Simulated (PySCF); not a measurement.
# C5H11N3Si: the cost of one run

Computed with PySCF 2.14.0 and routines of our own; the level stands in each step. Atoms count from 0.

## (1) The system as given

20 atoms, charge 0, multiplicity 1; geometry from: GFN2-xTB.

## (2) Magnetic properties: GIAO KT3/pcSseg-1

Job settings and geometry (Å):

```
{"job": {"kind": "mag", "xc": "KT3", "basis": "pcSseg-1", "isotopologues": 0}, "charge": 0, "multiplicity": 1}
C     -1.429802     1.136317    -1.208223
Si    -0.598953    -0.106221    -0.032778
C     -1.312760     0.033846     1.730106
C     -0.785305    -1.883648    -0.701107
C      1.239408     0.293979     0.047403
C      1.961367     1.454892    -0.173970
N      3.265079     1.207470     0.032112
N      3.411814    -0.017240     0.365033
N      2.214042    -0.588925     0.383183
H     -0.966560     1.124438    -2.190152
H     -1.360687     2.149435    -0.824851
H     -2.482928     0.906196    -1.338366
H     -2.385259    -0.135116     1.733364
H     -0.865128    -0.689861     2.405590
H     -1.135493     1.021141     2.146876
H     -0.271372    -2.007561    -1.650365
H     -1.831298    -2.124288    -0.865134
H     -0.389165    -2.624186    -0.011690
H      1.612335     2.423048    -0.465803
H      2.105516    -1.563036     0.615736
```

Level: GIAO KT3/pcSseg-1 magnetisability, rotational g tensor and spin-rotation constants, non-relativistic, gas phase.

On the command line:

```bash
$ OMP_NUM_THREADS=1 python excited_run.py task.json out
```

This one command runs all jobs of the session in turn.

**Question.** How long does this first job take on 1 thread of Arm Neoverse V1, shared host, and how much memory does it need?

About 87 s, with a peak of 0.78 GiB.
